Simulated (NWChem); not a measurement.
# A workflow on the pair BH2SeCl···SiHBr

Aim: a single-point energy (singlet BSiH3SeBrCl, CAM-B3LYP/3-21G), then a single-point energy (singlet BH2SeCl, CAM-B3LYP/3-21G), then the energy (singlet SiHBr, CAM-B3LYP/3-21G), then the energy (singlet BH2SeCl, CAM-B3LYP/3-21G), then the energy (singlet SiHBr, CAM-B3LYP/3-21G) of BBrClH3SeSi and its partners. 

The results are computed with NWChem 7.3.0.

## (1) The molecule

BSiH3SeBrCl: 8 atoms, total charge 0, spin state singlet. The two molecules were placed rigidly side by side, at 0.85 times their contact distance; the pair isn't optimised.

Bond lengths: Cl1–B2 1.743 Å, B2–Se3 1.916 Å, Si6–Br7 2.245 Å, B2–H4 1.188 Å, Se3–H5 1.469 Å, Si6–H8 1.527 Å. Angles: Cl1–B2–Se3 118.9°, Cl1–B2–H4 119.6°, Se3–B2–H4 121.5°, B2–Se3–H5 94.6°, Br7–Si6–H8 94.0°.

## (2) The energy at CAM-B3LYP/3-21G (run 1)

The input, calc.nw:

```
start calc
title "BBrClH3SeSi CAM-B3LYP"
memory stack 880 mb heap 220 mb global 1100 mb

geometry units atomic noautosym nocenter noautoz
   Cl    -4.05036339    -0.52020381    -0.49892549
   B     -0.78756226    -0.62319388    -0.06447746
   Se     1.07173927     2.48389381    -0.01439971
   H      0.23326779    -2.60551659     0.19328119
   H      3.53291858     1.26502046     0.38452147
   Si     7.47061649    -1.06784644     3.09807370
   Br    10.54351904     0.12727305     5.76714178
   H      6.07214357    -2.62303435     5.08655691
end

basis spherical bse
   Cl library 3-21G
   B library 3-21G
   Se library 3-21G
   H library 3-21G
   Si library 3-21G
   Br library 3-21G
end

dft
   xc xcamb88 1.00 lyp 0.81 vwn_5 0.19 hfexch 1.00
   cam 0.33 cam_alpha 0.19 cam_beta 0.46
   mult 1
   grid fine
   convergence energy 1e-08
   direct
   maxiter 100
   mulliken
   print low
end

task dft energy
```

Launch:

```bash
nwchem calc.nw > calc.out
```

The log of the run:

```text
[...]
 d= 0,ls=0.0,diis     1  -5724.5237842049 -6.31D+03  1.50D-02  6.70D-01     2.3
[...]
 d= 0,ls=0.0,diis     8  -5724.6216333264 -4.82D-09  1.84D-06  1.74D-08    16.1
         Total DFT energy =    -5724.621633326362
      One electron energy =    -9137.737525277504
           Coulomb energy =     3060.409964012195
    Exchange-Corr. energy =     -232.948720188150
 Nuclear repulsion energy =      585.654648127097
[...]
      Total Density - Mulliken Population Analysis
     ---------------------------------------------
    Atom       Charge   Shell Charges
 -----------   ------   -------------------------------------------------------
    1 Cl  17    17.10   2.00  1.95  5.90  1.16  3.13  0.86  2.11
    2 B    5     5.17   1.99  0.43  1.30  0.69  0.76
    3 Se  34    33.85   2.00  2.00  5.99  2.00  5.95  0.86  2.16  1.07  1.83  9.99
    4 H    1     0.91   0.45  0.45
    5 H    1     0.99   0.42  0.56
    6 Si  14    13.58   2.00  1.98  5.84  0.91  1.25  0.95  0.66
    7 Br  35    35.26   2.00  2.00  5.99  2.00  5.96  0.83  2.39  1.19  2.91 10.00
    8 H    1     1.15   0.43  0.72
[...]
```

It took 17 s on 1 thread of Intel Xeon Platinum 8559C (Emerald Rapids), shared host; peak memory 0.12 GiB.

## (3) BH2SeCl: a single-point energy at CAM-B3LYP/3-21G (run 2)

The input, test.nw:

```
start test
memory 2200 mb

geometry units angstroms noautosym nocenter noautoz
   Cl    -2.143360    -0.275280    -0.264020
   B     -0.416760    -0.329780    -0.034120
   Se     0.567140     1.314420    -0.007620
   H      0.123440    -1.378780     0.102280
   H      1.869540     0.669420     0.203480
end

basis spherical bse
   * library 3-21G
end

dft
   xc xcamb88 1.00 lyp 0.81 vwn_5 0.19 hfexch 1.00
   cam 0.33 cam_alpha 0.19 cam_beta 0.46
   grid fine
   convergence energy 1e-08
   direct
   iterations 100
   mulliken
   noprint "final vectors analysis"
end

task dft
```

Launch:

```bash
nwchem test.nw > test.out
```

The log of the run:

```text
[...]
          Wavefunction type:  closed shell.
          No. of atoms     :     5
          No. of electrons :    58
[...]
          Charge           :     0
          Spin multiplicity:     1
[...]
          AO basis - number of functions:    48
[...]
              XC Information
              --------------
                     Hartree-Fock (Exact) Exchange  1.000
                   CAM-Becke88 Exchange Functional  1.000
                      VWN V Correlation Functional  0.190 local
              Lee-Yang-Parr Correlation Functional  0.810
[...]
 d= 0,ls=0.0,diis     1  -2874.1459769548 -3.07D+03  2.05D-02  4.34D-01     0.8
[...]
 d= 0,ls=0.0,diis     8  -2874.2080318268 -1.55D-09  2.21D-06  8.89D-09     5.1
         Total DFT energy =    -2874.208031826835
      One electron energy =    -4392.673097218801
           Coulomb energy =     1440.897488454396
    Exchange-Corr. energy =     -120.220396580257
 Nuclear repulsion energy =      197.787973517827
[...]
      Total Density - Mulliken Population Analysis
     ---------------------------------------------
    Atom       Charge   Shell Charges
 -----------   ------   -------------------------------------------------------
    1 Cl  17    17.10   2.00  1.95  5.90  1.16  3.13  0.86  2.11
    2 B    5     5.17   1.99  0.43  1.30  0.69  0.76
    3 Se  34    33.85   2.00  2.00  5.99  2.00  5.95  0.86  2.16  1.08  1.83  9.99
    4 H    1     0.90   0.45  0.45
    5 H    1     0.97   0.43  0.54
[...]
```

It took 5.7 s on 1 thread of Intel Xeon Platinum 8559C (Emerald Rapids), shared host; peak memory 0.11 GiB.

## (4) SiHBr: a single-point energy at CAM-B3LYP/3-21G (run 3)

The input, brhsi.nw:

```
start brhsi
title "BrHSi"
memory 2200 mb
charge 0

geometry units atomic noautosym nocenter noautoz
 Si  7.47061649 -1.06784644  3.09807370
 Br 10.54351904  0.12727305  5.76714178
 H   6.07214357 -2.62303435  5.08655691
end

basis spherical bse
 * library 3-21G
end

dft
 xc xcamb88 1.00 lyp 0.81 vwn_5 0.19 hfexch 1.00
 cam 0.33 cam_alpha 0.19 cam_beta 0.46
 grid fine
 convergence energy 1e-08
 direct
 iterations 100
 mulliken
 print low
end

task dft
```

Launch:

```bash
nwchem brhsi.nw > brhsi.out
```

The log of the run:

```text
[...]
 d= 0,ls=0.0,diis     1  -2850.3796744627 -2.98D+03  1.84D-02  2.20D-01     0.4
[...]
 d= 0,ls=0.0,diis     8  -2850.4114626568 -3.29D-10  3.51D-07  1.79D-11     2.4
         Total DFT energy =    -2850.411462656796
      One electron energy =    -4223.873611559005
           Coulomb energy =     1359.218137844567
    Exchange-Corr. energy =     -112.729378995795
 Nuclear repulsion energy =      126.973390053438
[...]
      Total Density - Mulliken Population Analysis
     ---------------------------------------------
    Atom       Charge   Shell Charges
 -----------   ------   -------------------------------------------------------
    1 Si  14    13.57   2.00  1.98  5.84  0.92  1.24  0.96  0.64
    2 Br  35    35.27   2.00  2.00  5.99  2.00  5.96  0.83  2.39  1.19  2.93 10.00
    3 H    1     1.16   0.43  0.72
[...]
```

Wall time 2.9 s (1 thread of Intel Xeon Platinum 8559C (Emerald Rapids), shared host); peak memory 0.11 GiB.

## (5) BH2SeCl among ghost functions: a single-point energy at CAM-B3LYP/3-21G (with ghost functions) (run 4)

The input, input.nw:

```
start input
title "BClH2Se energy"
memory total 2200 mb

geometry units angstrom noautosym nocenter noautoz
  Cl    -2.143360    -0.275280    -0.264020
  B     -0.416760    -0.329780    -0.034120
  Se     0.567140     1.314420    -0.007620
  H      0.123440    -1.378780     0.102280
  H      1.869540     0.669420     0.203480
  bqSi     3.953280    -0.565080     1.639430
  bqBr     5.579390     0.067350     3.051840
  bqH      3.213240    -1.388050     2.691690
end

basis spherical bse
  Cl library 3-21G
  B library 3-21G
  Se library 3-21G
  H library 3-21G
  bqSi library Si 3-21G
  bqBr library Br 3-21G
  bqH library H 3-21G
end

dft
  xc xcamb88 1.00 lyp 0.81 vwn_5 0.19 hfexch 1.00
  cam 0.33 cam_alpha 0.19 cam_beta 0.46
  mult 1
  grid fine
  convergence energy 1e-08
  direct
  iterations 100
  mulliken
  print low
end

task dft
```

Launch:

```bash
nwchem input.nw > input.out
```

The log of the run:

```text
[...]
 d= 0,ls=0.0,diis     1  -2874.1468071813 -3.07D+03  1.16D-02  4.34D-01     1.8
[...]
 d= 0,ls=0.0,diis     8  -2874.2089064127 -1.56D-09  1.25D-06  9.12D-09    14.9
         Total DFT energy =    -2874.208906412739
      One electron energy =    -4392.640141061548
           Coulomb energy =     1440.861914033456
    Exchange-Corr. energy =     -120.218652902474
 Nuclear repulsion energy =      197.787973517827
[...]
      Total Density - Mulliken Population Analysis
     ---------------------------------------------
    Atom       Charge   Shell Charges
 -----------   ------   -------------------------------------------------------
    1 Cl  17    17.10   2.00  1.95  5.90  1.16  3.13  0.86  2.11
    2 B    5     5.17   1.99  0.43  1.30  0.69  0.76
    3 Se  34    33.85   2.00  2.00  5.99  2.00  5.95  0.86  2.16  1.07  1.83  9.99
    4 H    1     0.90   0.45  0.45
    5 H    1     0.98   0.43  0.55
    6 X    0     0.00  -0.00 -0.00 -0.00 -0.00  0.00  0.00 -0.00
    7 X    0    -0.00  -0.00  0.00 -0.00  0.00 -0.00  0.00  0.00 -0.00 -0.00 -0.00
    8 X    0    -0.00  -0.00 -0.00
[...]
```

It took 16 s on 1 thread of Intel Xeon Platinum 8559C (Emerald Rapids), shared host; peak memory 0.12 GiB.

## (6) SiHBr among ghost functions: the energy at CAM-B3LYP/3-21G (with ghost functions) (run 5)

The input, sp.nw:

```
start sp
memory stack 880 mb heap 220 mb global 1100 mb

geometry noautosym nocenter noautoz
  Si    3.953280   -0.565080    1.639430
  Br    5.579390    0.067350    3.051840
  H     3.213240   -1.388050    2.691690
  bqCl    -2.143360    -0.275280    -0.264020
  bqB     -0.416760    -0.329780    -0.034120
  bqSe     0.567140     1.314420    -0.007620
  bqH      0.123440    -1.378780     0.102280
  bqH      1.869540     0.669420     0.203480
end

basis spherical bse
  Si library 3-21G
  Br library 3-21G
  H library 3-21G
  bqCl library Cl 3-21G
  bqB library B 3-21G
  bqSe library Se 3-21G
  bqH library H 3-21G
end

dft
  xc xcamb88 1.00 lyp 0.81 vwn_5 0.19 hfexch 1.00
  cam 0.33 cam_alpha 0.19 cam_beta 0.46
  grid fine
  convergence energy 1e-08
  direct
  maxiter 100
  mulliken
  print low
end

task dft energy
```

Launch:

```bash
nwchem sp.nw > sp.out
```

The log of the run:

```text
[...]
 d= 0,ls=0.0,diis     1  -2850.3807995806 -2.98D+03  8.02D-03  2.21D-01     1.6
[...]
 d= 0,ls=0.0,diis     8  -2850.4126290244 -4.00D-10  1.95D-07  2.46D-11    13.8
         Total DFT energy =    -2850.412629024372
      One electron energy =    -4223.851844594321
           Coulomb energy =     1359.193165725678
    Exchange-Corr. energy =     -112.727349428482
 Nuclear repulsion energy =      126.973399272752
[...]
      Total Density - Mulliken Population Analysis
     ---------------------------------------------
    Atom       Charge   Shell Charges
 -----------   ------   -------------------------------------------------------
    1 Si  14    13.57   2.00  1.98  5.84  0.92  1.24  0.96  0.64
    2 Br  35    35.28   2.00  2.00  5.99  2.00  5.96  0.83  2.39  1.19  2.93 10.00
    3 H    1     1.16   0.43  0.72
    4 X    0    -0.00   0.00 -0.00 -0.00 -0.00 -0.00 -0.00 -0.00
    5 X    0     0.00  -0.00 -0.00 -0.00  0.00  0.00
    6 X    0     0.00  -0.00 -0.00 -0.00 -0.00 -0.00 -0.00 -0.00  0.00  0.00 -0.00
    7 X    0     0.00  -0.00  0.00
    8 X    0    -0.00  -0.00 -0.00
[...]
```

It took 14 s on 1 thread of Intel Xeon Platinum 8559C (Emerald Rapids), shared host; peak memory 0.12 GiB.

## (7) Results

| quantity | value |
| --- | --- |
| run 1, CAM-B3LYP/3-21G: total energy | -5724.62163 Eh |
| BH2SeCl: total energy | -2874.20803 Eh |
| BH2SeCl: dipole moment | 2.04 D |
| SiHBr: total energy | -2850.41146 Eh |
| BH2SeCl among ghost functions: total energy | -2874.20891 Eh |
| SiHBr among ghost functions: total energy | -2850.41263 Eh |
| interaction energy of the rigid parts BH2SeCl and SiHBr (parts in their own basis; closest atoms 2.82 Å apart) | -0.058 eV |
| interaction energy of the rigid parts BH2SeCl and SiHBr (parts in the whole basis, counterpoise; closest atoms 2.82 Å apart) | -0.003 eV |

What this shows: The interaction energy of the rigid parts BH2SeCl and SiHBr (parts in their own basis; closest atoms 2.82 Å apart) is −0.06 eV (−5.6 kJ/mol): the parts attract. Without counterpoise this holds the superposition error of the basis. The interaction energy of the rigid parts BH2SeCl and SiHBr (parts in the whole basis, counterpoise; closest atoms 2.82 Å apart) is −0.00 eV (−0.3 kJ/mol). The basis-set superposition error is 5.4 kJ/mol. Mulliken charges (BH2SeCl) run from -0.17 on B2 to +0.15 on Se3; they depend strongly on the basis. Mulliken charges (SiHBr) run from -0.27 on Br2 to +0.43 on Si1.
